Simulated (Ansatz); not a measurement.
Runs of Ansatz 0.2.0 on Cd2S. Symmetry: P3m1, No. 156, trigonal system. Conventional cell: a = 3.963 Å, b = 3.963 Å, c = 5.809 Å, α = 90.00°, β = 90.00°, γ = 120.00°. Cd (site symmetry 3m) has 1 S at 2.52 Å as nearest neighbours. Cd (site symmetry 3m) has 3 S at 2.60 Å as nearest neighbours. Around S (site symmetry 3m) lie 4 Cd at 2.52 to 2.60 Å. The cell comes from a database or a generator and needn't be the stable form of this composition.

| task | level | cell | k mesh | cutoff (eV) | points for each segment of the path | mesh quality | gap on the mesh (eV) | pressure (GPa) | V0 of scaled cells (Å³/atom) | relaxed volume (Å³/atom) | B0 (GPa) | largest force (eV/Å) |
| --- | --- | --- | --- | --- | --- | --- | --- | --- | --- | --- | --- | --- |
| equation of state | r2SCAN | as given | 8 × 8 × 5 | 500 | - | not flagged | - | - | 25.37 | - | 50 | - |
| band structure | PBEsol | as given | 8 × 8 × 5 | 420 | 14 | not flagged | - | -3.0 | - | - | - | 0.14 |
| single point | PBE0 | as given | 6 × 6 × 4 | 420 | - | not flagged | 0.72 | - | - | - | - | 0.24 |
| single point | PBE | as given | 8 × 8 × 5 | 420 | - | not flagged | 0.24 | (b) | - | - | - | 0.07 |
| band structure | r2SCAN | as given | 8 × 8 × 5 | 500 | 14 | not flagged | - | -1.7 | - | - | - | 0.03 |
| relaxation of cell and atoms | HSE06 | relaxed | 6 × 6 × 4 | 420 | - | not flagged | (a) | - | - | 25.64 | - | - |
| single point | PBE0 | as given | 4 × 4 × 4 | 420 | - | coarse | 1.35 | - | - | - | - | (c) |
| equation of state | PBE | as given | 8 × 8 × 5 | 420 | - | not flagged | - | - | 26.26 | - | 43 | - |
| band structure | LDA | as given | 8 × 8 × 5 | 420 | 14 | not flagged | - | -4.9 | - | - | - | 0.17 |
| relaxation of cell and atoms | PBE0 | relaxed | 4 × 4 × 2 | 420 | - | coarse | 1.58 | - | - | 25.82 | - | 0.01 |
| phonons | PBE | as given | 8 × 8 × 4 | 420 | - | not flagged | 0.31 | - | - | - | - | - |
| band structure | HSE06 | as given | 6 × 6 × 4 | 420 | 4 | not flagged | 0.26 | - | - | - | - | 0.24 |

Alike in all rows: potentials or basis Ansatz PAW; no spin polarisation; smearing fermi-dirac 0.05 eV.

**Question.** Fill in the values left out.

**Answer.** (a) 0.23; (b) -0.1; (c) 0.25.

Caveats: some runs use coarse meshes; the PAW data sets come from PBE, with cores solved anew for the run's functional, which leaves a small shift of forces and pressure (some runs); the k mesh misses the band edges, so the gap on the mesh is wider than the one along the path (some runs); the cell was scaled at fixed shape and fractional positions, which overstates the stiffness of a crystal with free parameters, most of all of layers and chains (some runs); the plane-wave basis is chosen anew once the cell has moved, so the energies of steps on either side of that aren't comparable (some runs); odd divisions of the mesh miss points on the zone boundary, where band edges often lie, so the gap on the mesh can be too wide (some runs); some modes are imaginary (some runs).

A k mesh can miss the band edges, and the runs leave out spin-orbit coupling on Cd.

Not every run made on this cell is shown here.
